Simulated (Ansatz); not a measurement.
**VSi: pressure against volume**

How stiff is VSi, and at what volume does the pressure vanish? The cell is scaled evenly, atoms carried along, and solved with LAPW, PAW and all-electron datasets made for the crystal.

Method: DFT PBE, scalar-relativistic, in Ansatz 0.2.0.

## 1. The starting structure

The structure is cubic, space group Fm-3m (No. 225). Conventional cell: a = 4.887 Å, b = 4.887 Å, c = 4.887 Å, α = 90.00°, β = 90.00°, γ = 90.00°. V (site symmetry m-3m) has 6 Si at 2.44 Å as nearest neighbours. Around Si (site symmetry m-3m) lie 6 V at 2.44 Å.

Coordinates:

```cif
data_structure
_symmetry_space_group_name_H-M 'P 1'
_symmetry_Int_Tables_number 1
_cell_length_a 3.4559
_cell_length_b 3.4559
_cell_length_c 3.4559
_cell_angle_alpha 60.000
_cell_angle_beta 60.000
_cell_angle_gamma 60.000
_cell_volume 29.18
loop_
_atom_site_label
_atom_site_type_symbol
_atom_site_fract_x
_atom_site_fract_y
_atom_site_fract_z
_atom_site_occupancy
V1 V 0.00000 0.00000 0.00000 1
Si1 Si 0.50000 0.50000 0.50000 1
```

The structure (rocksalt type) was typed from a prototype and relaxed by PAW; whether it is the ground state wasn't tested.

Atoms are numbered in the order of the input: V1, Si2.

## 2. Volume × 0.96, LAPW

Input file input.yaml:

```yaml
crystal:
  lattice:
    - [0.0, 2.4106330294, 2.4106330294]
    - [2.4106330294, 0.0, 2.4106330294]
    - [2.4106330294, 2.4106330294, 0.0]
  atoms:
    - { symbol: V, position: [0.0, 0.0, 0.0], spin: 1.5 }
    - { symbol: Si, position: [0.5, 0.5, 0.5] }
magnetization:
  spin_polarized: true
kpoints:
  mp_grid: { grid: [13, 13, 13] }
scf:
  occupations: { method: fermi_dirac, width: 0.03 }
hamiltonian:
  xc: pbe
  pseudopotentials: { kind: all_electron, lapw: { basis_error: 0.0005 } }
output:
  forces: true
  stress: true
  eigenvalues: true
```

Run with:

```bash
$ ansatz run input.yaml --threads 1 --pin off --max-ram 3072MiB --backend cpu --events-out ev --progress --plain --runs-dir out
```

## 3. Volume × 0.96, PAW

Changes to input.yaml since step 2:

```diff
@@ -16,3 +16,3 @@
   xc: pbe
-  pseudopotentials: { kind: all_electron, lapw: { basis_error: 0.0005 } }
+  pseudopotentials: { kind: paw }
 output:
@@ -21 +21,2 @@
   eigenvalues: true
+  efg: { contact_densities: true }
```

## 4. Volume × 0.96, crystal datasets

Changes to input.yaml since step 3:

```diff
@@ -16,3 +16,3 @@
   xc: pbe
-  pseudopotentials: { kind: paw }
+  pseudopotentials: { kind: all_electron, datasets: crystal }
 output:
```

## 5. Volume × 0.98, LAPW

Input file input.yaml:

```yaml
crystal:
  lattice:
    - [0.0, 2.4272586101, 2.4272586101]
    - [2.4272586101, 0.0, 2.4272586101]
    - [2.4272586101, 2.4272586101, 0.0]
  atoms:
    - { symbol: V, position: [0.0, 0.0, 0.0], spin: 1.5 }
    - { symbol: Si, position: [0.5, 0.5, 0.5] }
magnetization:
  spin_polarized: true
kpoints:
  mp_grid: { grid: [13, 13, 13] }
scf:
  occupations: { method: fermi_dirac, width: 0.03 }
hamiltonian:
  xc: pbe
  pseudopotentials: { kind: all_electron, lapw: { basis_error: 0.0005 } }
output:
  forces: true
  stress: true
  eigenvalues: true
```

## 6. Volume × 0.98, PAW

Changes to input.yaml since step 5:

```diff
@@ -16,3 +16,3 @@
   xc: pbe
-  pseudopotentials: { kind: all_electron, lapw: { basis_error: 0.0005 } }
+  pseudopotentials: { kind: paw }
 output:
@@ -21 +21,2 @@
   eigenvalues: true
+  efg: { contact_densities: true }
```

## 7. Volume × 1.02, LAPW

Input file input.yaml:

```yaml
crystal:
  lattice:
    - [0.0, 2.4598431508, 2.4598431508]
    - [2.4598431508, 0.0, 2.4598431508]
    - [2.4598431508, 2.4598431508, 0.0]
  atoms:
    - { symbol: V, position: [0.0, 0.0, 0.0], spin: 1.5 }
    - { symbol: Si, position: [0.5, 0.5, 0.5] }
magnetization:
  spin_polarized: true
kpoints:
  mp_grid: { grid: [13, 13, 13] }
scf:
  occupations: { method: fermi_dirac, width: 0.03 }
hamiltonian:
  xc: pbe
  pseudopotentials: { kind: all_electron, lapw: { basis_error: 0.0005 } }
output:
  forces: true
  stress: true
  eigenvalues: true
```

## 8. Volume × 1.02, PAW

Changes to input.yaml since step 7:

```diff
@@ -16,3 +16,3 @@
   xc: pbe
-  pseudopotentials: { kind: all_electron, lapw: { basis_error: 0.0005 } }
+  pseudopotentials: { kind: paw }
 output:
@@ -21 +21,2 @@
   eigenvalues: true
+  efg: { contact_densities: true }
```

## 9. Volume × 1.04, LAPW

Input file input.yaml:

```yaml
crystal:
  lattice:
    - [0.0, 2.4758166058, 2.4758166058]
    - [2.4758166058, 0.0, 2.4758166058]
    - [2.4758166058, 2.4758166058, 0.0]
  atoms:
    - { symbol: V, position: [0.0, 0.0, 0.0], spin: 1.5 }
    - { symbol: Si, position: [0.5, 0.5, 0.5] }
magnetization:
  spin_polarized: true
kpoints:
  mp_grid: { grid: [13, 13, 13] }
scf:
  occupations: { method: fermi_dirac, width: 0.03 }
hamiltonian:
  xc: pbe
  pseudopotentials: { kind: all_electron, lapw: { basis_error: 0.0005 } }
output:
  forces: true
  stress: true
  eigenvalues: true
```

## 10. Volume × 1.04, PAW

Changes to input.yaml since step 9:

```diff
@@ -16,3 +16,3 @@
   xc: pbe
-  pseudopotentials: { kind: all_electron, lapw: { basis_error: 0.0005 } }
+  pseudopotentials: { kind: paw }
 output:
@@ -21 +21,2 @@
   eigenvalues: true
+  efg: { contact_densities: true }
```

## 11. Volume × 1.04, crystal datasets

Changes to input.yaml since step 10:

```diff
@@ -16,3 +16,3 @@
   xc: pbe
-  pseudopotentials: { kind: paw }
+  pseudopotentials: { kind: all_electron, datasets: crystal }
 output:
```

(Steps that only read results are left out.)

Before running it: what results should come out? Wanted: equilibrium volume; bulk modulus (for each run or level that gives them).

The runs gave:

| quantity | value |
| --- | --- |
| equilibrium volume (LAPW) | 14.591 Å³/atom |
| bulk modulus (LAPW) | 139 GPa |
| its pressure derivative (LAPW) | 3.9 |
| equilibrium volume (PAW) | 14.594 Å³/atom |
| bulk modulus (PAW) | 139 GPa |
| its pressure derivative (PAW) | 3.9 |

A third-order Birch-Murnaghan fit to the LAPW pressures puts zero pressure at 14.59 Å³/atom, less than 0.1 % from the given cell, with a bulk modulus of 139 GPa. PAW's volume lies +0.02 % and its modulus -0.1 % from LAPW's. No thermal or zero-point expansion is included.
